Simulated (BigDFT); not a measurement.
Runs of BigDFT 1.9.6 on FCCl2Br. The cell holds a molecule in a box, 5 atoms: a = 11.640 Å, b = 11.640 Å, c = 11.640 Å, α = 90.00°, β = 90.00°, γ = 90.00°. 

```csv
cell,gap on the mesh (eV),largest force (eV/Å)
"P1, 315.42 Å³/atom",4.95,3.41
"P1, 287.05 Å³/atom",5.29,(b)
"P1, 377.65 Å³/atom",4.08,0.92
"P1, 411.62 Å³/atom",3.60,2.29
"P1, 525.61 Å³/atom",2.22,4.78
"P1, 251.94 Å³/atom",5.61,(a)
"P1, 459.99 Å³/atom",2.97,3.73
"P1, 345.6 Å³/atom",4.54,0.95
```

Alike in all rows: task single point; level PBE; potentials or basis GTH-PBE (Br q7, C q4, Cl q7, F q7); no spin polarisation; smearing fixed; grid spacing 0.27 bohr.

Problem. Estimate the missing entries.

Solution. (a) 12.16; (b) 6.48.

Caveats: boundaries are free: the box only frames the coordinates, and the band gap is the HOMO-LUMO gap; the noise in the forces, which the program reports and removes, is over 0.05 eV/Å, so forces are rough (some runs); Davidson's empty levels didn't converge: the lowest is mostly good, higher ones can be missed (some runs).

A k mesh can miss the band edges, and the runs leave out spin-orbit coupling on Br.
